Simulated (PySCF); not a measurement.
# CH12GeSi3 (GeMe(SiH3)3): the cost of one run

The runs use PySCF 2.14.0, with density-fitted response routines of our own; the level of theory stands in each step. All values are computed, except where a source is named. Atoms count from 0, in the outputs and in this text.

### 1 The starting structure

17 atoms, charge 0, multiplicity 1; geometry from: GFN2-xTB. The atoms were then displaced at random by about 0.03 Å, so the start is not that level's minimum.

Bonds of the start (Å): Ge0–C1 1.98, Ge0–Si5 2.30, Ge0–Si9 2.46, Ge0–Si13 2.35, C1–H2 1.12, C1–H3 1.16, C1–H4 1.09, Si5–H6 1.46, Si5–H7 1.49, Si5–H8 1.50, Si9–H10 1.46, Si9–H11 1.44, Si9–H12 1.53, Si13–H14 1.51, Si13–H15 1.46, Si13–H16 1.40.

### 2 Optimising the geometry at PBE0-D3(BJ)/def2-SVP

What the job is given:

```
{"job": {"xc": "PBE0", "basis": "def2-SVP", "d3": "d3bj", "grid": 1, "maxiter": 40, "shake": 0.03, "kind": "geom"}, "charge": 0, "multiplicity": 1}
Ge     0.062460    -0.078010    -0.024280
C     -0.011400    -0.028090     1.957610
H     -1.066780    -0.021830     2.338420
H      0.616230     0.866030     2.353960
H      0.503880    -0.916050     2.321040
Si     2.277610     0.025090    -0.650940
H      2.486130     0.116480    -2.094230
H      3.019790    -1.198240    -0.234590
H      3.000330     1.151550     0.023250
Si    -1.156190     1.972860    -0.604140
H     -0.503870     3.169770    -0.095240
H     -2.499860     1.999710    -0.090770
H     -1.324470     2.153530    -2.118610
Si    -1.195450    -1.969440    -0.634990
H     -0.458720    -3.216450    -0.204440
H     -1.288680    -2.034340    -2.088600
H     -2.489550    -1.993140    -0.093200
```

Command:

```console
OMP_NUM_THREADS=1 python probes_run.py task.json out
```

One launch serves the whole session: the jobs run in the order shown.

**Question.** How long does this first job take on 1 thread of Intel Xeon 6975P-C, shared host, and how much memory does it need?

About 88 s, with a peak of 0.65 GiB.
